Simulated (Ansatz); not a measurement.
# CH₈N₂OSi: a ladder of functionals and wavefunction methods

An exercise on one series of results from a longer session: the logs are not shown, and one member is left open.

Method: functionals in def2-TZVPP, the program's frozen cores in correlated methods; program: Ansatz 0.2.0, Gaussian basis.

The runs, in order: PBE-D4, r2SCAN-D4, PBE0-D4, B3LYP-D4, ωB97X-V, ωB97M-V, B2PLYP; CCSD(T)/def2-TZVPP; MP2/def2-QZVPP; extrapolation to the limit.

## The relaxed structure

All runs share one geometry, relaxed beforehand with PBE0-D4 in a triple-zeta def2 set.

SMILES `CO[SiH](N)N`, 13 atoms, charge 0, spin multiplicity 1.

Atoms are counted from 1 here; the program's logs count them from 0.

Bond lengths: C1–O2 1.406 Å, C1–H6 1.096 Å, C1–H7 1.096 Å, C1–H8 1.092 Å, O2–Si3 1.643 Å, Si3–N4 1.712 Å, Si3–N5 1.706 Å, Si3–H9 1.482 Å, N4–H10 1.007 Å, N4–H11 1.007 Å, N5–H12 1.006 Å, N5–H13 1.006 Å. Angles: O2–C1–H6 111.9°, O2–C1–H7 111.3°, O2–C1–H8 108.4°, H6–C1–H7 108.3°, H6–C1–H8 108.6°, H7–C1–H8 108.3°, C1–O2–Si3 123.9°, O2–Si3–N4 106.8°, O2–Si3–N5 118.3°, O2–Si3–H9 102.4°, N4–Si3–N5 104.9°, N4–Si3–H9 118.5°, N5–Si3–H9 106.7°, Si3–N4–H10 120.0°, Si3–N4–H11 119.9°, H10–N4–H11 111.4°, Si3–N5–H12 121.9°, Si3–N5–H13 121.4° and more.

The first run:

in.yaml

```yaml
crystal:
  periodic: [false, false, false]
  atoms:
    - {symbol: C, position_ang: [1.028019, -1.337109, 0.933084]}
    - {symbol: O, position_ang: [0.186275, -0.265734, 1.281336]}
    - {symbol: Si, position_ang: [-0.528311, 0.731484, 0.187990]}
    - {symbol: N, position_ang: [-1.542180, -0.246851, -0.784952]}
    - {symbol: N, position_ang: [0.467676, 1.565712, -0.917472]}
    - {symbol: H, position_ang: [0.541530, -2.027840, 0.235476]}
    - {symbol: H, position_ang: [1.956526, -0.980140, 0.472083]}
    - {symbol: H, position_ang: [1.284778, -1.883813, 1.842776]}
    - {symbol: H, position_ang: [-1.154570, 1.757462, 1.055059]}
    - {symbol: H, position_ang: [-2.112493, -0.959590, -0.360046]}
    - {symbol: H, position_ang: [-1.989844, 0.146253, -1.596418]}
    - {symbol: H, position_ang: [0.899139, 1.101232, -1.699038]}
    - {symbol: H, position_ang: [0.963464, 2.398934, -0.649878]}
basis:
  gaussian: {orbitals: def2-TZVPP}
hamiltonian: {xc: pbe, dispersion: d4}
output: {forces: true, orbitals: {seedname: orbitals}}
```

Launch:

```sh
> ansatz run in.yaml --threads 2 --pin off --events-out ev --progress --plain --max-ram 32768MiB --backend cuda --devices 0, --max-vram 18GiB
```

Among the steps run: PBE-D4 (GGA); r2SCAN-D4 (meta-GGA); PBE0-D4 (hybrid); B3LYP-D4 (hybrid); ωB97X-V (range-separated); ωB97M-V (range-separated); B2PLYP (double hybrid); CCSD(T) in def2-TZVPP; MP2 in def2-QZVPP.

One of the session's tables, all rows but one given; the rest of the session is left out.

| method | atomisation energy (kJ/mol) |
| --- | --- |
| PBE-D4 | 4851.8 |
| r2SCAN-D4 | 4767.3 |
| PBE0-D4 | 4761.0 |
| B3LYP-D4 | 4800.9 |
| ωB97X-V | 4808.5 |
| ωB97M-V | ? |
| B2PLYP | 4740.6 |
| HF/def2-TZVPP | 3368.1 |
| MP2/def2-TZVPP | 4708.8 |
| CCSD/def2-TZVPP | 4582.9 |
| CCSD(T)/def2-TZVPP | 4648.2 |
| MP2/CBS | 4858.1 |
| CCSD(T)/CBS | 4797.6 |

**Question.** Estimate the row for ωB97M-V.

As computed: atomisation energy (kJ/mol): 4810.7. In the column «atomisation energy (kJ/mol)» it lies between ωB97X-V (4808.5) and PBE-D4 (4851.8).

Limits of these values: Free atoms (1 C, 1 O, 1 Si, 2 N, 8 H) were run apart at each level; the atomisation energy is their sum less the molecule, without zero-point or spin-orbit terms.
